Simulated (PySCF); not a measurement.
# F4H4In2N2 ((F2In-mu-NH2)2): the cost of one run

Programs: PySCF 2.14.0, with density-fitted response routines of our own. Each step states its level of theory. These are calculated values for one molecule in the gas phase, unless marked as measured. Atoms are numbered from 0 throughout.

## (1) Starting geometry

12 atoms, charge 0, multiplicity 1; geometry from: GFN2-xTB. The atoms were then displaced at random by about 0.03 Å, so the start is not that level's minimum.

Bonds of the start (Å): In0–F1 2.02, In0–F2 1.95, In0–N3 2.23, In0–N7 2.13, N3–In4 2.11, N3–H8 1.11, N3–H9 1.00, In4–F5 1.93, In4–F6 1.95, In4–N7 2.12, N7–H10 1.05, N7–H11 0.98.

## (2) Optimising the geometry at PBE0-D3(BJ)/def2-SVP

Job settings and geometry (Å):

```
{"job": {"xc": "PBE0", "basis": "def2-SVP", "d3": "d3bj", "grid": 1, "maxiter": 40, "shake": 0.03, "kind": "geom"}, "charge": 0, "multiplicity": 1}
In    -1.453800    -0.064460    -0.379090
F     -2.071450     1.267740    -1.760250
F     -2.720340    -1.252360     0.512930
N     -0.172290     1.033740     1.071980
In     1.508530    -0.021670     0.350740
F      2.047110    -1.263640     1.729190
F      2.688690     1.257410    -0.539840
N      0.317120    -1.013480    -1.094950
H     -0.524140     0.826060     2.105010
H     -0.248030     2.032540     1.014430
H      0.209510    -2.049090    -0.929860
H      0.534570    -0.835530    -2.029300
```

Launch:

```bash
$ OMP_NUM_THREADS=1 python probes_run.py task.json out
```

This one command runs all jobs of the session in turn.

**Question.** How long does this first job take on 1 thread of Arm Neoverse V1, shared host, and how much memory does it need?

About 4.3 min, with a peak of 0.66 GiB.
